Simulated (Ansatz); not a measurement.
# ClHZn: the cost of one run

The runs use Ansatz 0.2.0, Gaussian basis; PBE0-D4/def2-TZVP structures, single points in def2-TZVPP, no counterpoise correction.

Levels: SPW92, PBE-D4, BLYP-D4, r2SCAN-D4, B97M-V, PBE0-D4, B3LYP-D4, r2SCAN0-D4, BHLYP-D4, CAM-B3LYP-D4, wB97X-V, wB97M-V, B2PLYP, PBE-QIDH, RPA on PBE, Hartree-Fock, MP2, CCSD, CCSD(T).

Cores are frozen in the correlated methods. The 3s and 3p shells of Cu and Zn are frozen; filled d shells are correlated. B3LYP uses VWN-RPA correlation. B2PLYP carries no dispersion term here.

94 further runs of the same task are left out: 94 set aside as unsound or not needed. Runs told in other sessions of the task aren't counted.

## 1. The starting structure

The complex: 7 atoms, charge 0, spin multiplicity 1.

Atoms are counted from 1 here; the program's logs count them from 0.

Bond lengths: Zn1–H2 1.533 Å, Zn1–Cl3 2.160 Å, Zn1–O5 2.253 Å, H4–O5 0.966 Å, O5–O6 1.425 Å, O6–H7 0.982 Å. Angles: H2–Zn1–Cl3 161.4°, H2–Zn1–O5 106.2°, Cl3–Zn1–O5 92.2°, Zn1–O5–H4 115.1°, Zn1–O5–O6 116.1°, H4–O5–O6 102.1°, O5–O6–H7 100.2°.

Coordinates:

```
Zn   -1.0867   -0.8552    0.3632
H    -2.1126   -0.5775    1.4679
Cl   -0.1221   -1.7197   -1.3650
H     0.1352    1.6650    0.4484
O     0.4714    0.7630    0.5315
O     1.5072    0.7394   -0.4469
H     1.2076   -0.0151   -0.9991
```

Its parts: ZnHCl holds atoms 1, 2, 3; H₂O₂ holds atoms 4, 5, 6, 7. Each part counts its atoms afresh in its own runs.

## 2. Relaxing ZnHCl alone

Contents of relax-a/in.yaml:

```yaml
crystal:
  periodic: [false, false, false]
  atoms:
    - {symbol: Zn, position_ang: [-1.086689, -0.855180, 0.363244]}
    - {symbol: H, position_ang: [-2.112584, -0.577498, 1.467863]}
    - {symbol: Cl, position_ang: [-0.122118, -1.719678, -1.364989]}
basis:
  gaussian: {orbitals: def2-TZVP}
hamiltonian: {xc: pbe0, dispersion: d4}
relax: {f_tol: 0.005, max_steps: 200}
```

Launch:

```bash
$ ansatz run in.yaml --threads 4 --pin off --events-out ev --progress --plain --max-ram 9574MiB
```

**Question.** How long does this run take on 4 threads of Arm Neoverse V1, shared host?

About 5.5 s.
